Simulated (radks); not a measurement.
# Valence configurations of Cl⁺

One table from this session's results is given with a row withheld; the runs are named, their logs left out.

The numbers are computed with radks (a radial shooting solver on a logarithmic mesh, Libxc functionals) version 1 (Dirac Kohn-Sham, LDA (Slater exchange, Perdew-Wang correlation), spin-unpolarised, spherical densities, point nucleus; open shells are shared between the two j in proportion to 2j + 1), except any that are marked as measured or tabulated.

### Starting point

| Property | Result |
| --- | --- |
| element | chlorine (Z = 17) |
| charge | +1 |
| electrons | 16 |
| configuration | [Ne] 3s2 3p4 |
| others tried | 3s1.5 3p4.5; 3s1 3p5; 3p6 |

Outer shells as boxes (Hund's rule):

Cl⁺
```
[Ne] core
3s [↑↓]
3p [↑↓][↑ ][↑ ]
```

The first run:

The run's settings:

```text
Z 17
configuration [Ne] 3s2 3p4
relativity Dirac
functional lda,pw
spin unpolarised
j_filling average
nucleus point
c 137.035999084
```

Among the steps run: [Ne] 3s2 3p4.

One of the session's tables, all rows but one given; the rest of the session is left out.

It belongs to the step «[Ne] 3s2 3p4». Radial moments (bohr):

```
level      <r>  outermost maximum (interpolated)  90 % within  nodes
1s1/2  0.09121                            0.0596        0.163      0
2s1/2   0.4457                             0.363        0.698      1
2p1/2        ?                                 ?            ?      ?
2p3/2   0.4082                             0.302        0.679      0
3s1/2    1.490                              1.26         2.25      2
3p1/2    1.700                              1.38         2.65      1
3p3/2    1.708                              1.39         2.66      1
```

Q: Estimate the row for 2p1/2 from the others.

As computed: <r>: 0.4059; outermost maximum (interpolated): 0.300; 90 % within: 0.675; nodes: 0. In the column «<r>» it lies between 1s1/2 (0.09121) and 2p3/2 (0.4082).
